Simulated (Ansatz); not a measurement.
# Si2H4OF2 (SMILES O[SiH](F)[SiH2]F) at B3LYP/def2-SVP

What is the electronic atomisation energy of Si2H4OF2 at B3LYP/def2-SVP? 

Program for the calculation: Ansatz 0.2.0.

57 further runs of the same task are left out: 57 set aside as unsound or not needed.

### 1 Starting point

Si2H4OF2: 9 atoms, total charge 0, spin state singlet. As SMILES, `O[SiH](F)[SiH2]F`. The shape is that of a PBE0-D4/def2-TZVP optimisation. This is one conformer, not always the lowest.

Bond lengths: O1–Si2 1.634 Å, Si2–F3 1.601 Å, Si2–Si4 2.358 Å, Si4–F5 1.612 Å, O1–H6 0.959 Å, Si2–H7 1.480 Å, Si4–H8 1.485 Å, Si4–H9 1.487 Å. Some angles: O1–Si2–F3 110.8°, O1–Si2–Si4 109.5°, F3–Si2–Si4 107.8°, Si2–Si4–F5 106.0°, O1–Si2–H7 106.2°, F3–Si2–H7 107.1°, Si4–Si2–H7 115.4°, Si2–O1–H6 118.4°, Si2–Si4–H8 114.0°, Si2–Si4–H9 111.6°.

### 2 The energy at B3LYP/def2-SVP

Contents of input.yaml:

```yaml
basis:
  gaussian: {orbitals: def2-SVP}
crystal:
  periodic: [false, false, false]
  atoms:
    - {symbol: O, position_ang: [0.844300, 1.766700, -0.485000]}
    - {symbol: Si, position_ang: [0.969400, 0.137800, -0.453100]}
    - {symbol: F, position_ang: [0.986700, -0.459700, -1.938500]}
    - {symbol: Si, position_ang: [-0.894000, -0.772400, 0.668300]}
    - {symbol: F, position_ang: [-2.133900, 0.202600, 0.333800]}
    - {symbol: H, position_ang: [-0.014200, 2.154900, -0.665100]}
    - {symbol: H, position_ang: [2.284600, -0.163900, 0.153800]}
    - {symbol: H, position_ang: [-1.253000, -2.143900, 0.226600]}
    - {symbol: H, position_ang: [-0.701500, -0.768300, 2.142300]}
hamiltonian: {xc: {name: B3LYP}}
accuracy: high
output: {orbitals: {seedname: orbitals}}
```

Started as:

```sh
ansatz run input.yaml --threads 1 --pin off --max-ram 2610MiB --events-out events.jsonl --progress --plain --runs-dir runs
```

The program printed:

```text
Warning: RAYON_NUM_THREADS=1 ignored (pool sized by the plan → 1); use --threads N
Functional definition: B3LYP
  name "B3LYP"
  parameter a0 = 0.2
  parameter ax = 0.72
  parameter ac = 0.81
  exchange = (1 - a0 - ax)*slater_x + ax*b88_x + a0*exact_x
  correlation = (1 - ac)*vwn_rpa_c + ac*lyp_c
2049 factors; integrals over basis functions are off by at most 5.5e-9 eV
mean field evaluation 1: about -23288.6928 eV, gradient 6.3e1 eV
mean field evaluation 2: about -23274.0520 eV, gradient 1.1e2 eV
mean field evaluation 4: about -23295.0205 eV, gradient 5.8e0 eV
mean field evaluation 8: about -23295.2336 eV, gradient 2.1e-1 eV
mean field evaluation 16: about -23295.2337 eV, gradient 3.2e-5 eV
mean field -23295.23372330 eV, -856.0840492548 hartree, gradient 4.6e-8 eV, S^2 0.000000; 0 other end points of the search recorded, 0 dependent functions left out
reference -23295.23376414 eV, -856.0840507555 hartree; 29, 29 occupied and 69, 69 virtual orbitals, 2049 factors
Total energy: -23295.23376414 eV, -856.0840507555 hartree
```

Run time: 10 s. Hardware: 1 thread of Arm Neoverse V2, shared host; peak memory 0.35 GiB.

### 3 The F atom at the same level

Contents of in.yaml:

```yaml
basis:
  gaussian:
    orbitals: def2-SVP
crystal:
  periodic: [false, false, false]
  atoms:
    - {symbol: F, position_ang: [0.000000, 0.000000, 0.000000]}
magnetization:
  spin_polarized: true
  initial_magnetization: 1
hamiltonian:
  xc: {name: B3LYP}
accuracy: high
```

Run the same way, it converges to -99.64047 Eh (log not shown).

### 4 The H atom at the same level

Contents of run.yaml:

```yaml
basis:
  gaussian:
    orbitals: def2-SVP
crystal:
  periodic: [false, false, false]
  atoms:
    - {symbol: H, position_ang: [0.000000, 0.000000, 0.000000]}
magnetization:
  spin_polarized: true
  initial_magnetization: 1
hamiltonian:
  xc: {name: B3LYP}
accuracy: high
```

Run the same way, it converges to -0.50126 Eh (log not shown).

### 5 The O atom, same level

Contents of input.yaml:

```yaml
crystal:
  periodic: [false, false, false]
  atoms:
    - {symbol: O, position_ang: [0.000000, 0.000000, 0.000000]}
basis:
  gaussian: {orbitals: def2-SVP}
magnetization: {spin_polarized: true, initial_magnetization: 2}
hamiltonian: {xc: {name: B3LYP}}
accuracy: high
```

Started as:

```sh
ansatz run input.yaml --threads 1 --pin off --max-ram 2610MiB --events-out events.jsonl --progress --plain --runs-dir runs
```

The program printed, cut to the lines that bear on the results:

```text
Warning: RAYON_NUM_THREADS=1 ignored (pool sized by the plan → 1); use --threads N
[... 7 set-up lines as earlier in the session ...]
95 factors; integrals over basis functions are off by at most 1.3e-9 eV
mean field evaluation 1: about -2040.7572 eV, gradient 5.7e0 eV
mean field evaluation 2: about -2040.8320 eV, gradient 3.3e0 eV
mean field evaluation 4: about -2040.8746 eV, gradient 2.0e-2 eV
mean field evaluation 8: about -2040.8746 eV, gradient 1.1e-4 eV
mean field -2040.87459963 eV, -75.0007581818 hartree, gradient 3.9e-8 eV, S^2 2.002256; 0 other end points of the search recorded, 0 dependent functions left out
reference -2040.87461082 eV, -75.0007585933 hartree; 5, 3 occupied and 9, 11 virtual orbitals, 95 factors
Total energy: -2040.87461082 eV, -75.0007585933 hartree
```

It took 0.28 s on 1 thread of Arm Neoverse V2, shared host.

### 6 The Si atom

Contents of molecule.yaml:

```yaml
crystal:
  periodic: [false, false, false]
  atoms:
    - {symbol: Si, position_ang: [0.000000, 0.000000, 0.000000]}
basis:
  gaussian:
    orbitals: def2-SVP
accuracy: high
magnetization:
  spin_polarized: true
  initial_magnetization: 2
hamiltonian:
  xc: {name: B3LYP}
```

Started as:

```sh
ansatz run molecule.yaml --threads 1 --pin off --max-ram 2610MiB --events-out events.jsonl --progress --plain --runs-dir runs
```

The program printed, cut to the lines that bear on the results:

```text
Warning: RAYON_NUM_THREADS=1 ignored (pool sized by the plan → 1); use --threads N
[... 7 set-up lines as earlier in the session ...]
134 factors; integrals over basis functions are off by at most 2.5e-9 eV
mean field evaluation 1: about -7872.0331 eV, gradient 2.0e0 eV
mean field evaluation 2: about -7872.0783 eV, gradient 5.5e-1 eV
mean field evaluation 4: about -7872.0820 eV, gradient 1.5e-1 eV
mean field evaluation 8: about -7872.0822 eV, gradient 2.9e-4 eV
mean field evaluation 16: about -7871.9859 eV, gradient 2.8e0 eV
mean field evaluation 32: about -7872.0822 eV, gradient 1.0e-4 eV
mean field -7872.08215133 eV, -289.2936831724 hartree, gradient 4.2e-8 eV, S^2 2.002729; 1 other end points of the search recorded, 0 dependent functions left out
reference -7872.08217320 eV, -289.2936839760 hartree; 8, 6 occupied and 10, 12 virtual orbitals, 134 factors
Total energy: -7872.08217320 eV, -289.2936839760 hartree
```

Run time: 0.98 s. Hardware: 1 thread of Arm Neoverse V2, shared host.

### 7 Results

At B3LYP/def2-SVP:

| quantity | value |
| --- | --- |
| molecule: total energy | -856.08405 Eh |
| molecule: HOMO energy | -7.91 eV |
| molecule: LUMO energy | -0.88 eV |
| molecule: HOMO–LUMO gap | 7.02 eV |
| F atom: total energy | -99.64047 Eh |
| F atom: ⟨S²⟩ | 0.751 |
| H atom: total energy | -0.50126 Eh |
| H atom: ⟨S²⟩ | 0.750 |
| O atom: total energy | -75.00076 Eh |
| O atom: ⟨S²⟩ | 2.002 |
| Si atom: total energy | -289.29368 Eh |
| Si atom: ⟨S²⟩ | 2.003 |
| electronic atomisation energy | 32.924 eV |

In words: Taking the molecule apart into free atoms costs 32.92 eV (3177 kJ/mol), before zero-point energy and without spin-orbit coupling.
